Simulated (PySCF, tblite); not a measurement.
# C6H11FOSi: geometry, infrared bands and NMR shifts

Aim: predict the infrared bands and NMR shifts of C6H11FOSi (`CCC[SiH2]/C(F)=C/C=O`).

Programs: tblite 0.8.0 and PySCF 2.14.0, with density-fitted response routines of our own. Each step states its level of theory. These are calculated values for one molecule in the gas phase, unless marked as measured. Atoms count from 0, in the outputs and in this text.

### Step 1. The molecule as given

20 atoms, charge 0, multiplicity 1; geometry from: force field or distance geometry start.

Bonds of the start (Å): C0–C1 1.50, C1–C2 1.51, C2–Si3 1.84, Si3–C4 1.83, C4–F5 1.37, C4–C6 1.32, C6–C7 1.46, C7–O8 1.26, C0–H9 1.11, C0–H10 1.13, C0–H11 1.10, C1–H12 1.13, C1–H13 1.10, C2–H14 1.10, C2–H15 1.12, Si3–H16 1.47, Si3–H17 1.47, C6–H18 1.10, C7–H19 1.08.

### Step 2. Geometry optimisation with GFN2-xTB

Job settings and geometry (Å):

```
{"job": {"kind": "relax", "xc": "GFN2-xTB", "basis": "xTB"}, "charge": 0, "multiplicity": 1}
C     -3.312600    -0.481100    -0.674200
C     -2.152900    -0.281200     0.260600
C     -1.025300     0.514000    -0.361000
Si     0.409600     0.771700     0.765900
C      1.930200     0.567600    -0.223200
F      2.157200     1.321700    -1.341500
C      2.807500    -0.335200     0.158600
C      4.057200    -0.572600    -0.558200
O      4.906800    -1.440600    -0.206500
H     -3.304900    -1.493100    -1.122700
H     -4.301900    -0.367300    -0.131700
H     -3.335300     0.262300    -1.489200
H     -1.742900    -1.320500     0.438800
H     -2.528400     0.143800     1.199600
H     -0.759500     0.007900    -1.298900
H     -1.405800     1.524800    -0.639600
H      0.367700    -0.086400     1.964200
H      0.393300     2.171800     1.228800
H      2.577800    -0.913200     1.060800
H      4.257000     0.016300    -1.443500
```

Command:

```console
$ OMP_NUM_THREADS=1 python probes_run.py task.json out
```

The driver reads the jobs from task.json and runs them one after another.

**Question.** This job is followed by: GFN2-xTB harmonic vibrations, gas phase; GIAO PBE0/pcSseg-1 NMR shielding, non-relativistic, gas phase. What will the session give for the following? strongest single infrared mode (GFN2-xTB); zero-point energy (GFN2-xTB); ¹³C shifts against TMS (PBE0/pcSseg-1); ¹H shifts against TMS (PBE0/pcSseg-1, means over atoms taken as alike); ²⁹Si shifts against TMS (PBE0/pcSseg-1); ¹⁹F shifts against CFCl3 (PBE0/pcSseg-1); ¹⁷O shifts against H2O (PBE0/pcSseg-1).

As calculated:

```
                                                              quantity                                      value
                             strongest single infrared mode (GFN2-xTB)                      1737 cm⁻¹, 396 km/mol
                                          zero-point energy (GFN2-xTB)                              95.3 kcal/mol
                                ¹³C shifts against TMS (PBE0/pcSseg-1)  196.1, 190.1, 131.3, 22.5, 21.1, 17.6 ppm
¹H shifts against TMS (PBE0/pcSseg-1, means over atoms taken as alike)    10.45, 5.81, 4.39, 1.39, 1.20, 1.05 ppm
                               ²⁹Si shifts against TMS (PBE0/pcSseg-1)                                  -43.6 ppm
                              ¹⁹F shifts against CFCl3 (PBE0/pcSseg-1)                                  -94.3 ppm
                                ¹⁷O shifts against H2O (PBE0/pcSseg-1)                                  706.8 ppm
```

In words: Over 150 steps the energy fell by 0.683 eV; of the close pairs, Si3–C4 changed most, 1.825 to 1.905 Å. All 54 modes are real, so the xTB geometry is a minimum. The strongest single mode, at 1737 cm⁻¹, moves mainly C7 and O8. GFN2-xTB is a fitted tight-binding method: band positions and strengths are rough. Its intensities can rank the bands wrongly. H19 (hydrogen on an aldehyde carbonyl carbon) lies farthest downfield among hydrogen, at 10.45 ppm; the formyl region, downfield of aromatic protons. At PBE0/pcSseg-1: Shielding is most anisotropic at O8 (span 1473 ppm, paramagnetic term -761 ppm).
